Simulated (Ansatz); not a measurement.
# C3H7NOSi: the cost of one run

Program: Ansatz 0.2.0, Gaussian basis. Level of theory: the settings change from run to run. These are calculated values, not measurements.

## 1. The molecule

An earlier PBE0-D4 in a triple-zeta def2 set relaxation fixed the geometry.

SMILES `C/C=C1\N[SiH2]O1`, 13 atoms, charge 0, spin multiplicity 1.

Atoms are counted from 1 here; the program's logs count them from 0.

Bond lengths: C1–C2 1.491 Å, C1–H7 1.094 Å, C1–H8 1.093 Å, C1–H9 1.095 Å, C2–C3 1.326 Å, C2–H10 1.083 Å, C3–N4 1.406 Å, C3–O6 1.392 Å, N4–Si5 1.722 Å, N4–H11 1.002 Å, Si5–O6 1.679 Å, Si5–H12 1.482 Å, Si5–H13 1.485 Å. Angles: C2–C1–H7 111.4°, C2–C1–H8 111.9°, C2–C1–H9 112.2°, H7–C1–H8 106.8°, H7–C1–H9 106.9°, H8–C1–H9 107.4°, C1–C2–C3 124.1°, C1–C2–H10 119.5°, C3–C2–H10 116.4°, C2–C3–N4 132.9°, C2–C3–O6 125.5°, N4–C3–O6 101.7°, C3–N4–Si5 88.3°, C3–N4–H11 123.0°, Si5–N4–H11 141.7°, N4–Si5–O6 79.3°, N4–Si5–H12 117.7°, N4–Si5–H13 118.1° and more.

## 2. r2SCANh/def2-mTZVPP

Set apart from the defaults: unrestricted orbitals.

in.yaml reads:

```yaml
crystal:
  periodic: [false, false, false]
  atoms:
    - {symbol: C, position_ang: [-0.268500, -1.879189, 1.057092]}
    - {symbol: C, position_ang: [0.356877, -0.526717, 1.115991]}
    - {symbol: C, position_ang: [0.296651, 0.362412, 0.134356]}
    - {symbol: N, position_ang: [-0.310159, 0.347863, -1.134143]}
    - {symbol: Si, position_ang: [0.192878, 1.981744, -1.336515]}
    - {symbol: O, position_ang: [0.888337, 1.621861, 0.148591]}
    - {symbol: H, position_ang: [0.458906, -2.665749, 1.280598]}
    - {symbol: H, position_ang: [-0.675726, -2.096591, 0.066446]}
    - {symbol: H, position_ang: [-1.086162, -1.988119, 1.777958]}
    - {symbol: H, position_ang: [0.899924, -0.227543, 2.004265]}
    - {symbol: H, position_ang: [-1.048553, -0.283861, -1.378728]}
    - {symbol: H, position_ang: [1.160700, 2.276230, -2.419076]}
    - {symbol: H, position_ang: [-0.844775, 3.042958, -1.302235]}
basis:
  gaussian: {orbitals: def2-mTZVPP}
magnetization: {spin_polarized: true, initial_magnetization: 0}
hamiltonian: {xc: {name: r2SCANh}}
```

On the command line:

```sh
$ ansatz run in.yaml --threads 4 --pin off --events-out ev --progress --plain --max-ram 10444MiB
```

**Question.** How long does this run take on 4 threads of Arm Neoverse V1, shared host, and how much memory does it need?

About 7.5 s, with a peak of 0.64 GiB.
